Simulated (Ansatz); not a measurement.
# C2H8AlIn: how energies converge with the basis set

How large a basis does C2H8AlIn need? Two functionals are run in growing sets.

Computed with Ansatz 0.2.0, Gaussian basis. Level: one geometry, several basis sets.

The runs, in order: PBE0-D4/def2-SVP; ωB97M-V/def2-SVP; PBE0-D4/def2-QZVPP; ωB97M-V/def2-QZVPP; the functionals' def2-TZVPP values are taken from earlier runs.

## 1. Structure used throughout

All runs share one geometry, relaxed beforehand with PBE0-D4 in a triple-zeta def2 set. In takes the def2 core potential; no spin-orbit term is included.

SMILES `[CH3][Al]([CH3])[InH2]`, 12 atoms, charge 0, spin multiplicity 1.

Atoms are counted from 1 here; the program's logs count them from 0.

Bond lengths: C1–Al2 1.961 Å, C1–H5 1.092 Å, C1–H6 1.097 Å, C1–H7 1.095 Å, Al2–C3 1.962 Å, Al2–In4 2.675 Å, C3–H8 1.092 Å, C3–H9 1.095 Å, C3–H10 1.097 Å, In4–H11 1.743 Å, In4–H12 1.743 Å. Angles: Al2–C1–H5 114.0°, Al2–C1–H6 109.2°, Al2–C1–H7 111.4°, H5–C1–H6 107.0°, H5–C1–H7 108.3°, H6–C1–H7 106.6°, C1–Al2–C3 117.9°, C1–Al2–In4 121.0°, C3–Al2–In4 121.1°, Al2–C3–H8 114.2°, Al2–C3–H9 111.3°, Al2–C3–H10 109.2°, H8–C3–H9 108.3°, H8–C3–H10 107.0°, H9–C3–H10 106.5°, Al2–In4–H11 124.2°, Al2–In4–H12 124.2°, H11–In4–H12 111.6°.

Coordinates:

```xyz
12

C    -0.49340    1.88440   -0.38591
Al    0.02380    0.03607    0.01843
C     1.50301   -0.25003    1.27445
In   -1.25277   -2.02909   -1.10372
H    -1.04109    1.99789   -1.32418
H    -1.14539    2.25925    0.41318
H     0.37787    2.54653   -0.41434
H     1.52887   -1.24936    1.71452
H     1.48236    0.48260    2.08773
H     2.45503   -0.10543    0.74843
H    -0.77010   -2.78251   -2.59944
H    -2.66819   -2.79033   -0.42914
```

## 2. PBE0-D4 in def2-SVP

The input, in.yaml:

```yaml
crystal:
  periodic: [false, false, false]
  atoms:
    - {symbol: C, position_ang: [-0.493397, 1.884400, -0.385911]}
    - {symbol: Al, position_ang: [0.023798, 0.036068, 0.018430]}
    - {symbol: C, position_ang: [1.503009, -0.250029, 1.274452]}
    - {symbol: In, position_ang: [-1.252770, -2.029092, -1.103720]}
    - {symbol: H, position_ang: [-1.041089, 1.997892, -1.324180]}
    - {symbol: H, position_ang: [-1.145386, 2.259249, 0.413181]}
    - {symbol: H, position_ang: [0.377874, 2.546530, -0.414342]}
    - {symbol: H, position_ang: [1.528873, -1.249359, 1.714524]}
    - {symbol: H, position_ang: [1.482364, 0.482601, 2.087727]}
    - {symbol: H, position_ang: [2.455029, -0.105430, 0.748428]}
    - {symbol: H, position_ang: [-0.770098, -2.782513, -2.599445]}
    - {symbol: H, position_ang: [-2.668189, -2.790328, -0.429144]}
basis:
  gaussian: {orbitals: def2-SVP}
hamiltonian: {xc: pbe0, dispersion: d4}
output: {orbitals: {seedname: orbitals}}
```

Launch:

```bash
$ ansatz run in.yaml --threads 4 --pin off --events-out ev --progress --plain --max-ram 10444MiB
```

The runs that follow: ωB97M-V in def2-SVP; PBE0-D4 in def2-QZVPP; ωB97M-V in def2-QZVPP.

Before running them: what should the planned runs give, taken together? Wanted: PBE0-D4: double and triple zeta above quadruple; ωB97M-V: double and triple zeta above quadruple.

The runs gave:

| quantity | value |
| --- | --- |
| PBE0-D4: double and triple zeta above quadruple | 5.35, 0.38 eV |
| ωB97M-V: double and triple zeta above quadruple | 5.56, 0.38 eV |

**Reading.** PBE0-D4 gains 4.97 eV from double to triple zeta, then 0.38 eV more. These are total energies; as a rule much of such shifts cancels in differences, which this series doesn't test.
